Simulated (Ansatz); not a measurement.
# AlCu: the cost of one run

Computed with Ansatz 0.2.0 (the levels named in each step, unless a step's input says otherwise).

## Step 1: The system as given

Bond lengths: Al1–Cu2 2.393 Å.

Coordinates:

```xyz
2

Al    0.0000    0.0000    0.0000
Cu    0.0000    0.0000    2.3926
```

## Step 2: A rough first relaxation, PBE-D4/def2-SVP

This run stands in another session on the same molecule. It ended at:

```xyz
2

Al    0.0000    0.0000    0.0320
Cu    0.0000    0.0000    2.3606
```

## Step 3: Relaxation, PBE0-D4/def2-TZVPP

This run stands in another session on the same molecule. It ended at:

```xyz
2

Al    0.0000    0.0000   -0.0086
Cu    0.0000    0.0000    2.4012
```

## Step 4: Frequencies, PBE0-D4/def2-TZVPP

Contents of input.yaml:

```yaml
crystal:
  periodic: [false, false, false]
  atoms:
    - { symbol: Al, position_ang: [0.0, 0.0, -0.00864814] }
    - { symbol: Cu, position_ang: [0.0, 0.0, 2.40122814] }
basis:
  gaussian: { orbitals: def2-TZVPP }
hamiltonian:
  xc: pbe0
  dispersion: d4
phonons: {}
```

Launch:

```bash
$ ansatz run input.yaml --threads 2 --pin off --max-ram 5120MiB --backend cpu --events-out ev --progress --plain --runs-dir out
```

What time and memory should one allow on 2 threads of Intel Xeon at 2.50GHz (Skylake/Cascade Lake), shared host?

About 25 s, with a peak of 0.2 GiB.
